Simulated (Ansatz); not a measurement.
**CoW2: from a guess to a relaxed structure**

Aim: relax a trial structure of CoW2 and see where it ends.

Computed with Ansatz 0.2.0 (DFT PBE, scalar-relativistic, plane waves, PAW, unless a step's input says otherwise).

## (1) The system as given

It takes space group P-62m (No. 189, hexagonal). Conventional cell: a = 4.838 Å, b = 4.838 Å, c = 4.451 Å, α = 90.00°, β = 90.00°, γ = 120.00°. Co (site symmetry -6) has 9 W at 2.75 to 2.79 Å and 3 Co at 2.79 Å in its first shell of neighbours. W (site symmetry -62m) has 6 W at 2.75 Å and 6 Co at 2.79 Å in its first shell of neighbours. W (site symmetry m2m) has 8 W at 2.75 to 2.79 Å and 4 Co at 2.75 Å in its first shell of neighbours.

Structure file:

```cif
data_structure
_symmetry_space_group_name_H-M 'P-62m'
_symmetry_Int_Tables_number 189
_cell_length_a 4.8381
_cell_length_b 4.8381
_cell_length_c 4.4515
_cell_angle_alpha 90.000
_cell_angle_beta 90.000
_cell_angle_gamma 120.000
_cell_volume 90.24
loop_
_atom_site_label
_atom_site_type_symbol
_atom_site_symmetry_multiplicity
_atom_site_Wyckoff_symbol
_atom_site_fract_x
_atom_site_fract_y
_atom_site_fract_z
_atom_site_occupancy
Co1 Co 2 c 0.66667 0.33333 0.00000 1
W1 W 1 a 0.00000 0.00000 0.00000 1
W2 W 3 g 0.33333 0.00000 0.50000 1
```

The start is an ordering of an alloy on its end members' structure types: elements ordered on the sites of the Sc type, Co/W on Sc (P-62m, No. 189).

## (2) Probe: one point on a coarse mesh

The input, input.yaml:

```yaml
crystal:
  lattice:
    - [4.83814126, 0.0, 0.0]
    - [-2.41907063, 4.18995324, 0.0]
    - [0.0, 0.0, 4.45147195]
  atoms:
    - { symbol: Co, position: [0.66666667, 0.33333333, 0.0], spin: 3.0 }
    - { symbol: Co, position: [0.33333333, 0.66666667, 0.0], spin: 3.0 }
    - { symbol: W, position: [0.0, 0.0, 0.0] }
    - { symbol: W, position: [0.33333333, 0.0, 0.5] }
    - { symbol: W, position: [0.0, 0.33333333, 0.5] }
    - { symbol: W, position: [0.66666667, 0.66666667, 0.5] }
basis:
  ecutwfc: 420
kpoints:
  mp_grid: { grid: [6, 6, 4] }
hamiltonian:
  xc: pbe
scf:
  occupations: { method: gaussian, width: 0.1 }
  lower_state_search: "off"
output:
  forces: true
  stress: true
  eigenvalues: true
  populations: true
magnetization:
  spin_polarized: true
```

The run is started by

```
> ansatz run input.yaml --threads 4 --pin off --max-ram 8192MiB --backend cpu --events-out ev --progress --plain --runs-dir out
```

The session goes on with these runs: a loose first relaxation; relaxation on the finer mesh.

Before running it: what results should come out? Wanted: conventional cell; volume; energy over the elements; gap on the mesh.

**Answer**, as computed:

| quantity | value |
| --- | --- |
| symmetry at the end (tolerance 0.05 Å) | space group P-62m (No. 189) |
| conventional cell | a = 4.767 Å, b = 4.767 Å, c = 4.392 Å, α = 90.00°, β = 90.00°, γ = 120.00° |
| volume | 14.41 Å³/atom |
| energy over the elements | +0.30 eV/atom |
| gap on the mesh | none (metal) |

**Reading.** The space group P-62m (No. 189) is kept, and the volume per atom shrinks by 4.2 % from the first guess. The formation energy is positive, so the separate elements lie lower. No finished test with a distortion of lower symmetry is shown, so the end may be a saddle point. The runs treat W without spin-orbit coupling. A spin-polarised run here lost its starting moments, which speaks against magnetism, though one start doesn't rule it out. Other magnetic orders were not searched.
